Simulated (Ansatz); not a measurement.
# F3GeH2N: the cost of one run

The runs use Ansatz 0.2.0, Gaussian basis; the settings change from run to run.

## 1. The geometry

The geometry comes from an earlier relaxation with PBE0-D4 in a triple-zeta def2 set; it is a stationary point, not always the lowest conformer.

SMILES `[NH2][Ge]([F])([F])[F]`, 7 atoms, charge 0, spin multiplicity 1.

Atoms are counted from 1 here; the program's logs count them from 0.

Bond lengths: N1–Ge2 1.784 Å, N1–H6 1.010 Å, N1–H7 1.010 Å, Ge2–F3 1.705 Å, Ge2–F4 1.705 Å, Ge2–F5 1.713 Å. Angles: Ge2–N1–H6 115.5°, Ge2–N1–H7 115.5°, H6–N1–H7 110.8°, N1–Ge2–F3 110.0°, N1–Ge2–F4 109.9°, N1–Ge2–F5 117.3°, F3–Ge2–F4 109.0°, F3–Ge2–F5 105.1°, F4–Ge2–F5 105.1°.

## 2. wB97/def2-TZVPP

Options: coordinates scaled by 1.05, finite nuclei.

in.yaml

```yaml
crystal:
  periodic: [false, false, false]
  atoms:
    - {symbol: N, position_ang: [-0.396730, 0.557836, 1.013815]}
    - {symbol: Ge, position_ang: [0.154648, -0.430392, -0.479301]}
    - {symbol: F, position_ang: [1.214201, -1.777531, 0.037047]}
    - {symbol: F, position_ang: [-1.271471, -1.101206, -1.327988]}
    - {symbol: F, position_ang: [1.087599, 0.440170, -1.746300]}
    - {symbol: H, position_ang: [-1.106472, 1.320882, 0.819198]}
    - {symbol: H, position_ang: [0.382485, 0.918737, 1.635438]}
basis:
  gaussian: {orbitals: def2-TZVPP, nuclear_model: gaussian}
hamiltonian: {xc: {name: wB97}}
output: {forces: true}
```

On the command line:

```sh
$ ansatz run in.yaml --threads 4 --pin off --events-out ev --progress --plain --max-ram 10444MiB
```

Q: Estimate wall time and peak memory on 4 threads of Arm Neoverse V1, shared host.

About 4.7 s, with a peak of 0.35 GiB.
